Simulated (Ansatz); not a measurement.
# H4OSeSi (SMILES O[SiH2][SeH]): functionals against CCSD(T) at one geometry

One table from this session's results is given with a row withheld; the runs are named, their logs left out.

Method: single points in def2-TZVPP; program: Ansatz 0.2.0, Gaussian basis.

Correlated methods freeze the cores. Filled d shells of the heavier atoms are correlated.

## Where the work starts

SMILES `O[SiH2][SeH]`, 7 atoms, charge 0, spin multiplicity 1.

Atoms are counted from 1 here; the program's logs count them from 0.

Bond lengths: O1–Si2 1.546 Å, O1–H4 0.956 Å, Si2–Se3 2.333 Å, Si2–H5 1.483 Å, Si2–H6 1.537 Å, Se3–H7 1.504 Å. Angles: Si2–O1–H4 116.4°, O1–Si2–Se3 105.6°, O1–Si2–H5 102.5°, O1–Si2–H6 118.8°, Se3–Si2–H5 106.1°, Se3–Si2–H6 105.6°, H5–Si2–H6 117.1°, Si2–Se3–H7 96.3°.

Geometry (Å):

```xyz
7
H4OSeSi
O    -1.05800   -0.57790   -0.60180
Si   -0.16330    0.48330    0.07920
Se    1.40270   -0.72030    1.32080
H    -1.85290   -0.25640   -1.02540
H     0.57740    1.06210   -1.06790
H    -0.80640    1.46900    1.06810
H     1.88310   -1.58520    0.18840
```

Set-up of the first run:

run/in.yaml

```yaml
crystal:
  periodic: [false, false, false]
  atoms:
    - {symbol: O, position_ang: [-1.058000, -0.577900, -0.601800]}
    - {symbol: Si, position_ang: [-0.163300, 0.483300, 0.079200]}
    - {symbol: Se, position_ang: [1.402700, -0.720300, 1.320800]}
    - {symbol: H, position_ang: [-1.852900, -0.256400, -1.025400]}
    - {symbol: H, position_ang: [0.577400, 1.062100, -1.067900]}
    - {symbol: H, position_ang: [-0.806400, 1.469000, 1.068100]}
    - {symbol: H, position_ang: [1.883100, -1.585200, 0.188400]}
basis:
  gaussian: {orbitals: def2-TZVPP}
correlation: {method: ccsd_t}
output: {forces: true}
```

No record of the launch command was kept for these runs.

Among the steps run: CCSD(T)/def2-TZVPP; PBE0-D4/def2-TZVPP; wB97M-V/def2-TZVPP; r2SCAN-D4/def2-TZVPP; PBE-D4/def2-TZVPP; BLYP-D4/def2-TZVPP; LC-wPBE/def2-TZVPP.

One of the session's tables, all rows but one given; the rest of the session is left out.

```
   method  RMS force component (eV/Å)  angle to CCSD(T) forces (°)  dipole (D)
  CCSD(T)                       1.407                    reference        2.74
  PBE0-D4                       1.322                          2.2        2.71
  wB97M-V                       1.377                          1.7        2.78
r2SCAN-D4                       1.321                          1.9        2.71
   PBE-D4                       1.395                          8.8        2.56
  BLYP-D4                       1.421                          9.8        2.57
  LC-wPBE                           ?                            ?           ?
```

Q: Estimate the row for LC-wPBE from the others.

The run gave: RMS force component (eV/Å): 1.368; angle to CCSD(T) forces (°): 4.8; dipole (D): 2.86. In the column «RMS force component (eV/Å)» it lies between PBE0-D4 (1.322) and wB97M-V (1.377).
